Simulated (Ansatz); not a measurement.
# C10: the cost of one run

Computed with Ansatz 0.2.0 (DFT unrestricted r2SCAN, Gaussian basis cc-pVTZ, and further levels as typed in the inputs, unless a step's input says otherwise).

### Step 1. Starting point

Bond lengths: C1–C2 1.300 Å, C2–C3 1.285 Å, C3–C4 1.285 Å, C4–C5 1.285 Å, C5–C6 1.285 Å, C6–C7 1.285 Å, C7–C8 1.285 Å, C8–C9 1.285 Å, C9–C10 1.300 Å. Angles: C1–C2–C3 180.0°, C2–C3–C4 180.0°, C3–C4–C5 180.0°, C4–C5–C6 180.0°, C5–C6–C7 180.0°, C6–C7–C8 180.0°, C7–C8–C9 180.0°, C8–C9–C10 180.0°.

Structure file:

```xyz
10

C     0.0000    0.0000   -5.7975
C     0.0000    0.0000   -4.4975
C     0.0000    0.0000   -3.2125
C     0.0000    0.0000   -1.9275
C     0.0000    0.0000   -0.6425
C     0.0000    0.0000    0.6425
C     0.0000    0.0000    1.9275
C     0.0000    0.0000    3.2125
C     0.0000    0.0000    4.4975
C     0.0000    0.0000    5.7975
```

### Step 2. Relaxing the atoms: C10

The input, input.yaml:

```yaml
relax:
  f_tol: 0.001
  max_steps: 200
crystal:
  periodic: [false, false, false]
  atoms:
    - { symbol: C, position_ang: [0.0, 0.0, -5.7975] }
    - { symbol: C, position_ang: [0.0, 0.0, -4.4975] }
    - { symbol: C, position_ang: [0.0, 0.0, -3.2125] }
    - { symbol: C, position_ang: [0.0, 0.0, -1.9275] }
    - { symbol: C, position_ang: [0.0, 0.0, -0.6425] }
    - { symbol: C, position_ang: [0.0, 0.0, 0.6425] }
    - { symbol: C, position_ang: [0.0, 0.0, 1.9275] }
    - { symbol: C, position_ang: [0.0, 0.0, 3.2125] }
    - { symbol: C, position_ang: [0.0, 0.0, 4.4975] }
    - { symbol: C, position_ang: [0.0, 0.0, 5.7975] }
magnetization:
  spin_polarized: true
  initial_magnetization: 2
basis:
  gaussian: { orbitals: cc-pVTZ }
hamiltonian:
  xc: r2scan
```

The run is started by

```bash
> ansatz run input.yaml --threads 8 --pin off --max-ram 16384MiB --backend cpu --events-out ev --progress --plain --runs-dir out
```

**Question.** How long does this run take on 8 threads of Arm Neoverse V2, shared host, and how much memory does it need?

About 1.7 min, with a peak of 1.2 GiB.
